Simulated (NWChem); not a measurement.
**SnSe (SMILES [Se][Sn]) at 6 levels**

Wanted: a comparison of 6 runs (HF/3-21G, M06-2X/def2-TZVP, B3LYP/def2-TZVP, PBE/def2-TZVP, PBE0/def2-TZVP, CCSD(T)/def2-TZVP) of SnSe. 

The results are computed with NWChem 7.3.0.

20 further runs of the same task are left out: 1 that didn't finish, 19 set aside as unsound or not needed. Runs told in other sessions of the task aren't counted.

## Step 1: Starting point

The species is SnSe (2 atoms), meant as a singlet with charge 0. As SMILES, `[Se][Sn]`. The Se1–Sn2 distance was set to 2.674 Å, away from the relaxed value.

Bond lengths: Se1–Sn2 2.674 Å.

## Step 2: The energy at HF/3-21G (run 1)

The input, mymol.xyz:

```xyz
2

Se     0.000000     0.000000    -0.342290
Sn     0.000000     0.000000     2.331810
```

The input, mymol.nw:

```
start mymol
memory total 2200 mb

geometry units angstroms noautosym nocenter noautoz
  load mymol.xyz
end

basis spherical bse
  Se library 3-21G
  Sn library 3-21G
end

scf
  thresh 1e-08
  maxiter 80
  noprint "final vectors analysis"
end

task scf
```

Started as:

```
$ nwchem mymol.nw > mymol.out
```

What it wrote:

```text
[...]
  functions       =    53
[...]
  wavefunction    = RHF
[...]
         Total SCF energy =  -8384.779256666619
      One-electron energy = -12276.654122591210
      Two-electron energy =   3555.462120215945
 Nuclear repulsion energy =    336.412745708645
        Time for solution =      6.9s
[...]
```

Wall time 7.8 s (1 thread of Intel Xeon Platinum 8559C (Emerald Rapids), shared host); peak memory 0.11 GiB.

## Step 3: A single-point energy at M06-2X/def2-TZVP (core potential) (run 2)

The input, sesn.nw:

```
start sesn
title "SeSn"
memory total 2200 mb
charge 0

geometry units angstrom noautosym nocenter noautoz
Se     0.000000     0.000000    -0.342290
Sn     0.000000     0.000000     2.331810
end

basis spherical bse
* library def2-TZVP
end

ecp bse
Sn library def2-TZVP
end

dft
xc m06-2x
grid fine
convergence energy 1e-08
maxiter 100
mulliken
print low
end

task dft energy
```

Started as:

```
$ nwchem sesn.nw > sesn.out
```

What it wrote:

```text
[...]
 d= 0,ls=0.0,diis     1  -2615.6993187929 -2.76D+03  2.64D-02  9.26D-01     5.8
[...]
 d= 0,ls=0.0,diis    12  -2615.8355939015 -3.63D-09  7.41D-07  1.03D-09    46.0
         Total DFT energy =    -2615.835593901520
      One electron energy =    -4016.576428306004
           Coulomb energy =     1357.868968925809
    Exchange-Corr. energy =     -105.149742633129
 Nuclear repulsion energy =      148.021608111804
[...]
      Total Density - Mulliken Population Analysis
     ---------------------------------------------
    Atom       Charge   Shell Charges
 -----------   ------   -------------------------------------------------------
    1 Se  34    34.49   2.00  2.00  1.14  0.80  1.00  0.99  6.00  5.93  0.92  2.22  1.46  8.98  1.00  0.02  0.04  0.00
    2 Sn  22    21.51   0.29 -0.78  1.56  0.94  1.15  0.74 -0.40  6.35  0.41  0.89  0.26  8.93  1.05  0.10  0.00  0.01
[...]
```

It took 47 s on 1 thread of Intel Xeon Platinum 8559C (Emerald Rapids), shared host; peak memory 0.12 GiB.

Runs 3 to 5 aren't shown in full; the table further down has their settings and results.

## Step 4: A single-point energy at CCSD(T)/def2-TZVP (core potential) (run 6)

The input, geom.nw:

```
start geom
title "SeSn energy"
memory stack 880 mb heap 220 mb global 1100 mb
geometry units au noautosym nocenter noautoz
Se  0.00000000  0.00000000 -0.64683436
Sn  0.00000000  0.00000000  4.40648227
end
basis spherical bse
* library def2-TZVP
end
ecp bse
Sn library def2-TZVP
end
scf
thresh 1e-08
maxiter 80
end
ccsd
freeze core 13
maxiter 60
end
task ccsd(t)
```

Started as:

```
$ nwchem geom.nw > geom.out
```

What it wrote:

```text
[...]
  functions       =    98
[...]
  wavefunction    = RHF
[...]
         Total SCF energy =  -2613.216744603609
      One-electron energy =  -4016.830637980503
      Two-electron energy =   1255.592295925559
 Nuclear repulsion energy =    148.021597451336
        Time for solution =     46.6s
[...]
 Total MP2 energy:          -2613.787144092891140
[...]
             energy      energy      error      ampl     ampl      Block
                                                time     time      time
[...]
 Total CCSD energy:          -2613.776084083348451
[...]
 Total CCSD+T(CCSD) energy:          -2613.811589966500833
[...]
 Total CCSD(T) energy:               -2613.805953605656214
[...]
```

Run time: 4.8 min. Hardware: 1 thread of Intel Xeon Platinum 8559C (Emerald Rapids), shared host; peak memory 0.37 GiB.

## Step 5: Overview of the runs

```
run                               level  iteration cap   module   energy (Eh)  dipole moment (D) of the reference  wall time
  1                            HF/3-21G             80      scf  -8384.779257                                5.25      7.8 s
  2   M06-2X/def2-TZVP (core potential)            100      dft  -2615.835594                                   –       47 s
  3    B3LYP/def2-TZVP (core potential)            100      dft  -2615.998157                                4.43       41 s
  4      PBE/def2-TZVP (core potential)            100      dft  -2615.533435                                4.03       44 s
  5     PBE0/def2-TZVP (core potential)            100      dft  -2615.603225                                4.60       41 s
  6  CCSD(T)/def2-TZVP (core potential)             80  ccsd(t)  -2613.805954                                   –    4.8 min
```

## Step 6: Summary of results

| quantity | value |
| --- | --- |
| run 6: total energy | -2613.80595 Eh |
| run 6: HOMO energy (Hartree–Fock orbitals) | -8.20 eV |
| run 6: LUMO energy (Hartree–Fock orbitals) | -0.71 eV |
| run 6: HOMO–LUMO gap (Hartree–Fock orbitals) | 7.50 eV |
| run 6: correlation energy (13 core orbitals frozen) | -589.2 mEh |
| run 6: (T) correction | -29.87 mEh |

**Reading.** Over runs 1, 3, 4, 5 the dipole moment (its size) runs from 4.03 D (PBE/def2-TZVP) to 5.25 D (HF/3-21G). The two ends differ in method and basis and core potential. Over runs 3, 4, 5 the HOMO–LUMO gap runs from 1.89 eV (PBE/def2-TZVP) to 3.29 eV (PBE0/def2-TZVP). Totals of different functionals can't be ranked against each other. Some runs of one species differ in core potentials or relativity; totals across that change don't compare. In run 1 relativity is left out where basis or elements ask for it. All runs together took 7.8 min, the longest 4.8 min.
